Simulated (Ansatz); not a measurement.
**CH2AlFO: vertical ionisation energy**

How much energy removes an electron from CH2AlFO at fixed geometry? The cation is run at each level and the neutral's energy taken from earlier runs.

Program: Ansatz 0.2.0, Gaussian basis. Level of theory: unrestricted cation, the program's frozen cores in correlated methods. These are calculated values, not measurements.

Levels to be run: UKS PBE-D4/def2-TZVPP; UKS r2SCAN-D4/def2-TZVPP; UKS PBE0-D4/def2-TZVPP; UKS B3LYP-D4/def2-TZVPP; UKS wB97X-V/def2-TZVPP; UKS wB97M-V/def2-TZVPP; UKS B2PLYP/def2-TZVPP; UHF-CCSD(T)/def2-TZVPP; UHF-MP2/def2-QZVPP; extrapolation to the limit; then −ε(HOMO) from the neutral's earlier runs with LDA (SPW92), PBE-D4, revPBE-D4, BLYP-D4, r2SCAN-D4, B97M-V, PBE0-D4, B3LYP-D4, r2SCANh-D4, r2SCAN0-D4, HSE06-D4, BHLYP-D4, CAM-B3LYP-D4, LC-ωPBE, ωB97X-V, ωB97M-V.

## 1. The geometry

All runs share one geometry, relaxed beforehand with PBE0-D4 in a triple-zeta def2 set.

SMILES `F[CH]1[O][AlH]1`, 6 atoms, charge 0, spin multiplicity 1.

Atoms are counted from 1 here; the program's logs count them from 0.

Bond lengths: F1–C2 1.372 Å, C2–O3 1.422 Å, C2–Al4 1.898 Å, C2–H5 1.091 Å, O3–Al4 1.723 Å, Al4–H6 1.568 Å. Angles: F1–C2–O3 111.6°, F1–C2–Al4 121.0°, F1–C2–H5 107.3°, O3–C2–Al4 60.5°, O3–C2–H5 113.2°, Al4–C2–H5 130.3°, C2–O3–Al4 73.6°, C2–Al4–O3 45.9°, C2–Al4–H6 176.4°, O3–Al4–H6 136.9°.

## 2. Cation, UKS PBE-D4/def2-TZVPP

Input file in.yaml:

```yaml
crystal:
  periodic: [false, false, false]
  atoms:
    - {symbol: F, position_ang: [0.791734, -0.939645, 1.414545]}
    - {symbol: C, position_ang: [0.724761, -0.236132, 0.238809]}
    - {symbol: O, position_ang: [-0.160074, -0.851260, -0.689279]}
    - {symbol: Al, position_ang: [-0.867168, 0.663071, -0.271690]}
    - {symbol: H, position_ang: [1.743403, -0.137028, -0.139451]}
    - {symbol: H, position_ang: [-2.190657, 1.436994, -0.599034]}
basis:
  gaussian: {orbitals: def2-TZVPP}
total_charge: 1
magnetization: {spin_polarized: true, initial_magnetization: 1}
hamiltonian: {xc: pbe, dispersion: d4}
```

Command:

```
$ ansatz run in.yaml --threads 2 --pin off --events-out ev --progress --plain --max-ram 4352MiB
```

The runs that follow: Cation, UKS r2SCAN-D4/def2-TZVPP; Cation, UKS PBE0-D4/def2-TZVPP; Cation, UKS B3LYP-D4/def2-TZVPP; Cation, UKS wB97X-V/def2-TZVPP; Cation, UKS wB97M-V/def2-TZVPP; Cation, UKS B2PLYP (frozen core)/def2-TZVPP; Cation, UHF-CCSD(T)/def2-TZVPP; Cation, UHF-MP2/def2-QZVPP.

Before running them: what should the planned runs give, taken together? Wanted: ionisation energy, CCSD(T)/CBS; nearest functional by difference; nearest −ε(HOMO); −ε(HOMO) of PBE; T1 of the cation.

As calculated:

| quantity | value |
| --- | --- |
| ionisation energy, CCSD(T)/CBS | 9.15 eV |
| nearest functional by difference | B3LYP-D4 (-0.18 eV) |
| nearest −ε(HOMO) | LC-ωPBE (+0.08 eV) |
| −ε(HOMO) of PBE | 5.35 eV |
| T1 of the cation | 0.023 |

Energy differences with functionals land within 0.41 eV of the reference. The PBE orbital energy is 3.8 eV too small: a semilocal HOMO is no ionisation energy. Among orbital estimates LC-ωPBE comes nearest. Hartree-Fock falls 1.03 eV short, as the neutral has more correlation energy than the cation.
